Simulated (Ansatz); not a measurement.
# CH5GeO2 radical: one species, many methods

One table from this session's results is given with a row withheld; the runs are named, their logs left out.

Computed with Ansatz 0.2.0, Gaussian basis. Level: functionals in def2-TZVPP, the program's frozen cores in correlated methods.

Plan: LDA (SPW92), PBE-D4, revPBE-D4, BLYP-D4, r2SCAN-D4, B97M-V, PBE0-D4, B3LYP-D4, r2SCANh-D4, r2SCAN0-D4, HSE06-D4, BHLYP-D4, CAM-B3LYP-D4, LC-ωPBE, ωB97X-V, ωB97M-V, B2PLYP, PBE-QIDH; CCSD(T)/def2-SVP; CCSD(T)/def2-TZVPP; MP2/def2-QZVPP; extrapolation to the limit; RPA on PBE.

## The relaxed structure

All runs share one geometry, relaxed beforehand with PBE0-D4 in a triple-zeta def2 set.

SMILES `[CH3][Ge]([OH])[OH]`, 9 atoms, charge 0, spin multiplicity 2.

Atoms are counted from 1 here; the program's logs count them from 0.

Bond lengths: C1–Ge2 1.951 Å, C1–H5 1.092 Å, C1–H6 1.089 Å, C1–H7 1.089 Å, Ge2–O3 1.792 Å, Ge2–O4 1.793 Å, O3–H8 0.960 Å, O4–H9 0.960 Å. Angles: Ge2–C1–H5 107.2°, Ge2–C1–H6 110.1°, Ge2–C1–H7 109.9°, H5–C1–H6 109.8°, H5–C1–H7 109.8°, H6–C1–H7 110.0°, C1–Ge2–O3 104.4°, C1–Ge2–O4 104.8°, O3–Ge2–O4 110.1°, Ge2–O3–H8 114.0°, Ge2–O4–H9 114.1°.

As a file:

```
C    -0.0003    1.1288   -0.8961
Ge    0.4209   -0.0595    0.5930
O     1.0134   -1.5592   -0.1886
O    -1.1534   -0.3631    1.3949
H    -0.7624    0.6321   -1.5003
H    -0.3862    2.0758   -0.5216
H     0.8919    1.3006   -1.4967
H     1.1590   -2.2863    0.4208
H    -1.0943   -0.9155    2.1774
```

The first run:

File in.yaml:

```yaml
crystal:
  periodic: [false, false, false]
  atoms:
    - {symbol: C, position_ang: [-0.000273, 1.128783, -0.896064]}
    - {symbol: Ge, position_ang: [0.420920, -0.059505, 0.592991]}
    - {symbol: O, position_ang: [1.013401, -1.559164, -0.188572]}
    - {symbol: O, position_ang: [-1.153430, -0.363129, 1.394937]}
    - {symbol: H, position_ang: [-0.762353, 0.632126, -1.500255]}
    - {symbol: H, position_ang: [-0.386179, 2.075775, -0.521640]}
    - {symbol: H, position_ang: [0.891854, 1.300642, -1.496674]}
    - {symbol: H, position_ang: [1.158957, -2.286311, 0.420783]}
    - {symbol: H, position_ang: [-1.094298, -0.915515, 2.177396]}
basis:
  gaussian: {orbitals: def2-TZVPP}
magnetization: {spin_polarized: true, initial_magnetization: 1}
hamiltonian: {xc: lda}
output: {orbitals: {seedname: orbitals}}
```

Command:

```bash
$ ansatz run in.yaml --threads 4 --pin off --events-out ev --progress --plain --max-ram 10444MiB
```

Steps of the session up to this table: LDA; PBE-D4 (GGA); revPBE-D4 (GGA); BLYP-D4 (GGA); r2SCAN-D4 (meta-GGA); B97M-V (meta-GGA); B3LYP-D4 (hybrid); r2SCANh-D4 (hybrid); r2SCAN0-D4 (hybrid); HSE06-D4 (hybrid); BHLYP-D4 (hybrid); CAM-B3LYP-D4 (range-separated); LC-ωPBE (range-separated); ωB97X-V (range-separated); ωB97M-V (range-separated); B2PLYP (double hybrid); PBE-QIDH (double hybrid).

One of the session's tables, all rows but one given; the rest of the session is left out.

It belongs to the step «Frontier levels by functional». 

```
  functional  HOMO (eV)  LUMO (eV)  gap (eV)
 LDA (SPW92)      -4.72      -3.83      0.88
      PBE-D4      -4.65      -3.45      1.20
   revPBE-D4          ?          ?         ?
     BLYP-D4      -4.49      -3.51      0.99
   r2SCAN-D4      -5.03      -3.11      1.92
      B97M-V      -4.88      -3.53      1.35
     PBE0-D4      -5.90      -2.55      3.36
    B3LYP-D4      -5.64      -2.98      2.67
  r2SCANh-D4      -5.49      -2.78      2.71
  r2SCAN0-D4      -6.19      -2.30      3.89
    HSE06-D4      -5.51      -2.92      2.58
    BHLYP-D4      -7.01      -1.78      5.23
CAM-B3LYP-D4      -7.19      -1.69      5.50
     LC-ωPBE      -8.58      -0.25      8.33
     ωB97X-V      -8.09      -0.69      7.41
     ωB97M-V      -7.93      -0.77      7.16
```

**Question.** Estimate the row for revPBE-D4.

**Answer.** HOMO (eV): -4.61; LUMO (eV): -3.31; gap (eV): 1.30. In the column «HOMO (eV)» it lies between PBE-D4 (-4.65) and BLYP-D4 (-4.49).
